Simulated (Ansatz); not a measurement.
# Cu: the cost of one run

Program: Ansatz 0.2.0. Level of theory: DFT PBEsol, scalar-relativistic. These are calculated values, not measurements.

## 1. The system as given

It takes space group Fm-3m (No. 225, cubic). The conventional cell has a = 3.615 Å, b = 3.615 Å, c = 3.615 Å, α = 90.00°, β = 90.00°, γ = 90.00°. Around Cu (site symmetry m-3m) lie 12 Cu at 2.56 Å.

Coordinates:

```cif
data_structure
_symmetry_space_group_name_H-M 'Fm-3m'
_symmetry_Int_Tables_number 225
_cell_length_a 3.6150
_cell_length_b 3.6150
_cell_length_c 3.6150
_cell_angle_alpha 90.000
_cell_angle_beta 90.000
_cell_angle_gamma 90.000
_cell_volume 47.24
loop_
_atom_site_label
_atom_site_type_symbol
_atom_site_symmetry_multiplicity
_atom_site_Wyckoff_symbol
_atom_site_fract_x
_atom_site_fract_y
_atom_site_fract_z
_atom_site_occupancy
Cu1 Cu 4 a 0.00000 0.00000 0.00000 1
```

The file gives the conventional cell by its symmetry; the runs use the cell typed in the input.

## 2. The deformed structure

Space group Fm-3m before, I4/mmm after.

## 3. Full-potential LAPW

File input.yaml:

```yaml
crystal:
  lattice:
    - [0.0, 1.8075, 1.825575]
    - [1.8075, 0.0, 1.825575]
    - [1.8075, 1.8075, 0.0]
  atoms:
    - { symbol: Cu, position: [0.0, 0.0, 0.0] }
kpoints:
  mp_grid: { grid: [17, 17, 17] }
  band_path:
    path:
      - [0.0, 0.0, 0.0]
      - [0.0, 0.5, 0.5]
      - [0.25, 0.75, 0.5]
      - [0.0, 0.5, 0.0]
      - [0.0, 0.0, 0.0]
      - [0.5, 0.5, 0.0]
      - [0.3725370062, 0.6274629938, 0.0]
      - [-0.3725370062, 0.3725370062, 0.0]
      - [0.0, 0.0, 0.0]
    npoints: 5
scf:
  occupations: { method: fermi_dirac, width: 0.03 }
hamiltonian:
  xc: pbesol
  pseudopotentials: { kind: all_electron, lapw: { basis_error: 0.00025 } }
output:
  forces: true
  stress: true
  eigenvalues: true
```

Command:

```console
> ansatz run input.yaml --threads 1 --pin off --max-ram 3072MiB --backend cpu --events-out ev --progress --plain --runs-dir out
```

**Question.** How long does this run take on 1 thread of Arm Neoverse V2, shared host, and how much memory does it need?

About 31 s, with a peak of 0.58 GiB.
